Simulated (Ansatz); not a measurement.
**PbS (rocksalt): the equilibrium volume**

Aim: the volume at which the pressure of PbS (rocksalt) vanishes.

Computed with Ansatz 0.2.0 (DFT PBE, scalar-relativistic, plane waves, PAW, unless a step's input says otherwise).

## Step 1: Starting point

It takes space group Fm-3m (No. 225, cubic). Conventional cell: a = 5.950 Å, b = 5.950 Å, c = 5.950 Å, α = 90.00°, β = 90.00°, γ = 90.00°. Around Pb (site symmetry m-3m) lie 6 S at 2.97 Å. S (site symmetry m-3m) is surrounded by 6 Pb at 2.97 Å.

As a file:

```
Pb S
1.0
     0.00000    2.97485    2.97485
     2.97485    0.00000    2.97485
     2.97485    2.97485    0.00000
Pb S
1 1
Direct
  0.50000 0.50000 0.50000
  0.00000 0.00000 0.00000
```

## Step 2: The first run

Contents of input.yaml:

```yaml
crystal:
  lattice:
    - [0.0, 2.9748517449, 2.9748517449]
    - [2.9748517449, 0.0, 2.9748517449]
    - [2.9748517449, 2.9748517449, 0.0]
  atoms:
    - { symbol: Pb, position: [0.5, 0.5, 0.5] }
    - { symbol: S, position: [0.0, 0.0, 0.0] }
basis:
  ecutwfc: 420
  ecutrho_ratio: 4
kpoints:
  mp_grid: { grid: [10, 10, 10] }
hamiltonian:
  xc: pbe
scf:
  occupations: { method: gaussian, width: 0.05 }
output:
  forces: true
  stress: true
  eigenvalues: true
```

Started as:

```console
> ansatz run input.yaml --threads 8 --pin off --max-ram 15360MiB --backend cpu --events-out ev --progress --plain --runs-dir out
```

After this run come: A step to a new volume; A step to a new volume.

Before running it: what results should come out? Wanted: volume; pressure; conventional cell; gap on the mesh.

The runs gave:

| quantity | value |
| --- | --- |
| volume | 27.123 Å³/atom |
| pressure | 0.00 GPa |
| conventional cell | a = 6.009 Å, b = 6.009 Å, c = 6.009 Å, α = 90.00°, β = 90.00°, γ = 90.00° |
| gap on the mesh | 0.49 eV |

**Reading.** Over the 3 runs shown the cell moved from 26.33 to 27.12 Å³/atom, a change of +3.0 %, where the pressure is zero within 0.01 GPa. Spin–orbit coupling is left out, though the cell holds Pb; in elements this heavy it can shift levels and gaps by tenths of an eV.

These are semilocal Kohn-Sham gaps, which aren't the measured quantity. Such gaps usually fall short of the measured ones; spin-orbit coupling, left out here, narrows gaps with Pb, so the two errors partly cancel.
